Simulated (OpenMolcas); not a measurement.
# Xe³⁺: RASSCF and RASPT2 terms and fine-structure levels

Which level of Xe³⁺ lies lowest, and where do the others fall? The reference wave functions come first, then spin-orbit coupling, then second-order correlation under several settings.

The numbers are computed with OpenMolcas 26.06 (state-averaged RASSCF and RASPT2, spin-orbit coupling by RASSI with atomic mean-field integrals), except any that are marked as measured or tabulated.

## (1) What is computed

* Species: Xe³⁺ (xenon, Z = 54, 51 electrons)
* Basis: ANO-R2 [7s6p4d2f1g], 68 functions
* Scalar Hamiltonian: X2C, finite nucleus
* Inactive shells: 1s 2s 2p 3s 3p 3d 4s 4p 4d
* Active space: 5 electrons in 9 orbitals (RAS2 5s 5p; RAS3 5d, at most 2 electrons)
* Some configurations of this space: 5p⁵, 5s 5p⁴, 5s² 5p³
* Orbitals: optimised for the ground-state spin in each parity, averaged over the low roots

Outer shells as boxes (Hund's rule):

5p5
```
5p [↑↓][↑↓][↑ ]
```

5s 5p4
```
5s [↑ ]
5p [↑↓][↑ ][↑ ]
```

5s2 5p3
```
5s [↑↓]
5p [↑ ][↑ ][↑ ]
```

The work runs as a chain of OpenMolcas steps in one folder; each step below is one input file. Labels, J, g values, rates, χT and fits are worked out afterwards by a script from the matrices that RASSI stores.

## (2) Basis and integrals

The input, a.inp:

```
&GATEWAY
Coord
1

Xe 0.0 0.0 0.0
Basis=ANO-R2
Group=XYZ
NoMove
AngMom=0.0 0.0 0.0
AMFI
&SEWARD
```

Launch:

```
$ OMP_NUM_THREADS=1 MOLCAS_MEM=2252 MOLCAS_PROJECT=a pymolcas a.inp > a.log
```

## (3) Start orbitals from a smaller active space

The input, a.inp:

```
&RASSCF
FileOrb=start.orb
Symmetry=2
Spin=4
nActEl=5 0 0
Inactive=14 9
Ras2=1 3
CIRoot=1 1 1
SDav=1
CIMx=300
Iter=120 100
PrWF=0.3
OrbListing=Nothing
MaxOrb=0
Atom
>>> COPY $Project.JobIph JOBPRE
```

## (4) Reference wave functions, quartets of odd parity, 1 root

The input, a.inp:

```
&RASSCF
FileOrb=start.orb
Symmetry=2
Spin=4
nActEl=5 0 2
Inactive=14 9
Ras2=1 3
Ras3=5 0
CIRoot=1 1 1
SDav=186
CIMx=300
Iter=120 100
PrWF=0.3
OrbListing=Nothing
MaxOrb=0
Thrs=2.0e-7 1.0e-1 5.0e-4
Atom
>>> COPY $Project.JobIph JOB001
```

## (5) RASSCF: doublets of odd parity, 23 roots

The input, a.inp:

```
&RASSCF
FileOrb=start.orb
Symmetry=2
Spin=2
nActEl=5 0 2
Inactive=14 9
Ras2=1 3
Ras3=5 0
CIRoot=23 23 1
SDav=381
CIMx=300
Iter=120 100
PrWF=0.3
OrbListing=Nothing
MaxOrb=0
Thrs=2.0e-7 1.0e-1 5.0e-4
Atom
CIOnly
>>> COPY $Project.JobIph JOB002
```

## (6) RASSCF: quartets of even parity, 3 roots

The input, a.inp:

```
&RASSCF
FileOrb=start.orb
Symmetry=1
Spin=4
nActEl=5 0 2
Inactive=14 9
Ras2=1 3
Ras3=5 0
CIRoot=3 3 1
SDav=198
CIMx=300
Iter=120 100
PrWF=0.3
OrbListing=Nothing
MaxOrb=0
Thrs=2.0e-7 1.0e-1 5.0e-4
Atom
>>> COPY $Project.JobIph JOB003
```

## (7) RASSCF: doublets of even parity, 21 roots

The input, a.inp:

```
&RASSCF
FileOrb=start.orb
Symmetry=1
Spin=2
nActEl=5 0 2
Inactive=14 9
Ras2=1 3
Ras3=5 0
CIRoot=21 21 1
SDav=354
CIMx=300
Iter=120 100
PrWF=0.3
OrbListing=Nothing
MaxOrb=0
Thrs=2.0e-7 1.0e-1 5.0e-4
Atom
CIOnly
>>> COPY $Project.JobIph JOB004
```

## (8) State interaction with spin-orbit coupling

The input, a.inp:

```
&RASSI
NrOfJobIphs=4 1 11 3 9
1
1 2 3 4 5 6 7 8 9 10 11
1 2 3
1 2 3 4 5 6 7 8 9
IphNames
JOB001
JOB002
JOB003
JOB004
EJob
SpinOrbit
DIPRint=1.0
SOCoupling=1000.0
Subsets=2
MEES
Property=10
'ANGMOM' 1 'ANGMOM' 2 'ANGMOM' 3 'MLTPL  1' 1 'MLTPL  1' 2 'MLTPL  1' 3
'AMFI' 1 'AMFI' 2 'AMFI' 3 'MLTPL  2' 6
SOProperty=3
'ANGMOM' 1 'ANGMOM' 2 'ANGMOM' 3
```

## (9) CASPT2: IPEA 0.5, imaginary shift 0.15 (closed shells correlated: none)

The input, a.inp:

```
>>> COPY JOB001 $Project.JobIph
&CASPT2
Multistate=1 1
Frozen=14 9
IPEA=0.5
Imaginary=0.15
MaxIter=60
WThr=0.0 0.3 0.05
PrWF=0.5
NoMix
>>> COPY JOB002 $Project.JobIph
&CASPT2
Multistate=11 1 2 3 4 5 6 7 8 9 10 11
Frozen=14 9
IPEA=0.5
Imaginary=0.15
MaxIter=60
WThr=0.0 0.3 0.05
PrWF=0.5
NoMix
>>> COPY JOB003 $Project.JobIph
&CASPT2
Multistate=3 1 2 3
Frozen=14 9
IPEA=0.5
Imaginary=0.15
MaxIter=60
WThr=0.0 0.3 0.05
PrWF=0.5
NoMix
>>> COPY JOB004 $Project.JobIph
&CASPT2
Multistate=9 1 2 3 4 5 6 7 8 9
Frozen=14 9
IPEA=0.5
Imaginary=0.15
MaxIter=60
WThr=0.0 0.3 0.05
PrWF=0.5
NoMix
```

## (10) CASPT2: IPEA 0.4, real shift 0.1 (closed shells correlated: 4d)

The input, a.inp:

```
>>> COPY JOB001 $Project.JobIph
&CASPT2
Multistate=1 1
Frozen=9 9
IPEA=0.4
Shift=0.1
MaxIter=60
WThr=0.0 0.3 0.05
PrWF=0.5
NoMix
>>> COPY JOB002 $Project.JobIph
&CASPT2
Multistate=11 1 2 3 4 5 6 7 8 9 10 11
Frozen=9 9
IPEA=0.4
Shift=0.1
MaxIter=60
WThr=0.0 0.3 0.05
PrWF=0.5
NoMix
>>> COPY JOB003 $Project.JobIph
&CASPT2
Multistate=3 1 2 3
Frozen=9 9
IPEA=0.4
Shift=0.1
MaxIter=60
WThr=0.0 0.3 0.05
PrWF=0.5
NoMix
>>> COPY JOB004 $Project.JobIph
&CASPT2
Multistate=9 1 2 3 4 5 6 7 8 9
Frozen=9 9
IPEA=0.4
Shift=0.1
MaxIter=60
WThr=0.0 0.3 0.05
PrWF=0.5
NoMix
```

## (11) CASPT2: IPEA 0.15 (closed shells correlated: 4d)

Changes to a.inp since step 10:

```diff
@@ -4,4 +4,3 @@
 Frozen=9 9
-IPEA=0.4
-Shift=0.1
+IPEA=0.15
 MaxIter=60
@@ -13,5 +12,5 @@
 Multistate=11 1 2 3 4 5 6 7 8 9 10 11
+NoMult
 Frozen=9 9
-IPEA=0.4
-Shift=0.1
+IPEA=0.15
 MaxIter=60
@@ -23,5 +22,5 @@
 Multistate=3 1 2 3
+NoMult
 Frozen=9 9
-IPEA=0.4
-Shift=0.1
+IPEA=0.15
 MaxIter=60
@@ -33,5 +32,5 @@
 Multistate=9 1 2 3 4 5 6 7 8 9
+NoMult
 Frozen=9 9
-IPEA=0.4
-Shift=0.1
+IPEA=0.15
 MaxIter=60
```

(Steps that only read results are left out.)

Before running it: what results should come out? Wanted: lowest level; first excited level; spin-orbit lowering of the lowest level; strongest of the lines computed, by gA, at RASSCF energies.

**Answer**, as computed:

| quantity | value |
| --- | --- |
| method | SS-RASPT2, IPEA 0.5, imaginary shift 0.15 (closed shells correlated: none) |
| lowest level | 5s² 5p³ ⁴S°_3/2, 90 % of that term, g = 1.923 |
| ground level listed by NIST | 4S°3/2 |
| first excited level | 5s² 5p³ ²D°_3/2 at 14100 cm⁻¹ |
| spin-orbit lowering of the lowest level | 2331 cm⁻¹ |
| strongest of the lines computed, by gA, at RASSCF energies | 5s 5p⁴ ⁴P_5/2 → 5s² 5p³ ⁴S°_3/2, 103.2 nm, A = 2.17e+08 s⁻¹ |

Cost and accuracy by method:

```
                                             method  time of its own steps  time with the reference  mean absolute difference from the measured levels (cm-1)
                                          A. RASSCF                   14 s                     14 s                                                      3000
B. SS-RASPT2, IPEA 0.5, imaginary shift 0.15, +none                  8.4 s                     22 s                                                      1800
        C. SS-RASPT2, IPEA 0.4, real shift 0.1, +4d                   14 s                     28 s                                                       540
                       D. SS-RASPT2, IPEA 0.15, +4d                   11 s                     25 s                                                       560
```

Times are of one thread on a shared host.

In words: Second-order correlation (method B) scales the levels of the lowest configuration above 5000 cm⁻¹ by 0.85 to 0.94. Method C lies closest to the measured levels (540 cm⁻¹ on average, level with D) and A farthest (3000). Only the configurations of the active space and the roots asked for are present. The doublets rest on orbitals optimised for another spin in at least one step, which raises them against the optimised states. Not all states of the active space went into the spin-orbit step. CASPT2 does not keep the components of a term degenerate, and the means are used. The levels of the extra active shells were not computed. Only valence configurations of the active space appear, up to the ionisation limit; * or ° marks odd parity.
